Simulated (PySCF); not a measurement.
# Changing the system itself: KS

One physical setting of the base script is moved in each run, with the edits that it forces.

Computed with PySCF 2.14.0. Level: method and basis as typed in the scripts.

5 further runs of the same task are left out: 1 for a known fault of the program, 4 that didn't finish.

## Step 1: The system as given

KS: 2 atoms, charge 0, spin multiplicity 2.

Bond lengths: K1–S2 2.453 Å.

## Step 2: The run that the others are compared with

Contents of input.py:

```python
from pyscf import gto, scf, cc

mol = gto.M(
    atom='K 0 0 0; S 0 0 2.453',
    basis='x2c-svpall',
    charge=0,
    spin=1,
    symmetry=True,
    verbose=3,
)
mf = scf.ROHF(mol)
mf = mf.sfx2c1e()
mf.kernel()
mycc = cc.CCSD(mf, frozen=10)
mycc.kernel()
e = mycc.eeccsd(nroots=4)[0]
print('roots (eV) =', (e*27.211386).round(3))
mf.dip_moment()
print('orbital energies (hartree):', mf.mo_energy[..., max(0, mol.nelec[1]-3):mol.nelec[0]+3].round(4))
```

On the command line:

```sh
OMP_NUM_THREADS=1 python input.py
```

Its log is not repeated here.

Base result: E(SCF) = -999.825446 Eh, E(CCSD) − E(SCF) = -0.17488 Eh, μ = 8.91 D, excitation roots 0.000, 0.130, 0.130, 0.130 eV.

The bond length is a typed value, not an optimised one.

## Step 3: Bond 1.962 Å

Run 1 changes bond length: 2.453 Å → 1.962 Å.

Contents of input.py:

```python
from pyscf import gto, scf, cc

mol = gto.M(
    atom='K 0 0 0; S 0 0 1.962',
    basis='x2c-svpall',
    charge=0,
    spin=1,
    symmetry=True,
    verbose=3,
)
mf = scf.ROHF(mol)
mf = mf.sfx2c1e()
mf.kernel()
mycc = cc.CCSD(mf, frozen=10)
mycc.kernel()
e = mycc.eeccsd(nroots=4)[0]
print('roots (eV) =', (e*27.211386).round(3))
mf.dip_moment()
print('orbital energies (hartree):', mf.mo_energy[..., max(0, mol.nelec[1]-3):mol.nelec[0]+3].round(4))
```

On the command line:

```sh
OMP_NUM_THREADS=1 python input.py
```

## Step 4: Electric field 0.01 a.u.

Run 2 changes electric field: none → 0.01 a.u.; point-group symmetry: on → off.

Edit input.py of step 2 so:

```diff
@@ -7,3 +7,2 @@
     spin=1,
-    symmetry=True,
     verbose=3,
@@ -12,2 +11,7 @@
 mf = mf.sfx2c1e()
+field = 0.01  # electric field along z, atomic units
+h = mf.get_hcore() + field*mol.intor('int1e_r')[2]
+mf.get_hcore = lambda *args: h
+e_nuc = mol.energy_nuc() - field*mol.atom_charges() @ mol.atom_coords()[:, 2]
+mf.energy_nuc = lambda *args: e_nuc
 mf.kernel()
```

## Step 5: Bond 0.5 Å

Run 3 changes bond length: 2.453 Å → 0.5 Å.

Edit input.py of step 2 so:

```diff
@@ -3,3 +3,3 @@
 mol = gto.M(
-    atom='K 0 0 0; S 0 0 2.453',
+    atom='K 0 0 0; S 0 0 0.5',
     basis='x2c-svpall',
```

## Step 6: PCM, ε = 4.71

Run 4 changes solvent: none (gas phase) → PCM, ε = 4.71; step after the SCF: eomee → analyze.

Contents of input.py:

```python
from pyscf import gto, scf, solvent

mol = gto.M(
    atom='K 0 0 0; S 0 0 2.453',
    basis='x2c-svpall',
    charge=0,
    spin=1,
    symmetry=True,
    verbose=3,
)
mf = scf.ROHF(mol)
mf = mf.sfx2c1e()
mf = solvent.PCM(mf)
mf.with_solvent.eps = 4.71
mf.kernel()
mf.analyze()
print('orbital energies (hartree):', mf.mo_energy[..., max(0, mol.nelec[1]-3):mol.nelec[0]+3].round(4))
```

## Step 7: Sextet

Run 5 changes spin (2S): 1 → 5.

Edit input.py of step 2 so:

```diff
@@ -6,3 +6,3 @@
     charge=0,
-    spin=1,
+    spin=5,
     symmetry=True,
```

## Step 8: PCM, ε = 78.36

Run 6 changes solvent: none (gas phase) → PCM, ε = 78.36; step after the SCF: eomee → analyze.

Contents of input.py:

```python
from pyscf import gto, scf, solvent

mol = gto.M(
    atom='K 0 0 0; S 0 0 2.453',
    basis='x2c-svpall',
    charge=0,
    spin=1,
    symmetry=True,
    verbose=3,
)
mf = scf.ROHF(mol)
mf = mf.sfx2c1e()
mf = solvent.PCM(mf)
mf.with_solvent.eps = 78.36
mf.kernel()
mf.analyze()
print('orbital energies (hartree):', mf.mo_energy[..., max(0, mol.nelec[1]-3):mol.nelec[0]+3].round(4))
```

Before running it: what results should come out? Wanted: for each run, E(SCF); from base; SCF dipole; after the SCF.

The runs gave:

```
                     run  E(SCF) (hartree)  from base (eV)  SCF dipole (D)                                                 after the SCF
                    base       -999.825446               0            8.91   CCSD correlation -4.759 eV, core frozen, first root 0.13 eV
            bond 1.962 Å       -999.691915         +3.6336            7.07   CCSD correlation -4.995 eV, core frozen, first root 1.72 eV
electric field 0.01 a.u.       -999.792014         +0.9097            8.06   CCSD correlation -4.803 eV, core frozen, first root 0.08 eV
bond 0.5 Å (poor choice)       -968.042372       +864.8615            0.62  CCSD correlation -4.825 eV, core frozen, first root -0.01 eV
           PCM, ε = 4.71       -999.845923         -0.5572            9.69                                                           n/a
                  sextet       -999.459716         +9.9520           11.14  CCSD correlation -4.118 eV, core frozen, first root -7.96 eV
          PCM, ε = 78.36       -999.851633         -0.7126            9.90                                                           n/a
```

**Reading.** Of the runs whose energies can be compared, “bond 0.5 Å” moves the SCF energy most (+864.862 eV). A continuum solvent with ε = 4.71 lowers the energy by 0.557 eV. The sextet solution found lies 9.95 eV above the base doublet at this geometry and level. A continuum solvent with ε = 78.36 lowers the energy by 0.713 eV. Rows marked «poor choice» come from settings spoiled on purpose.
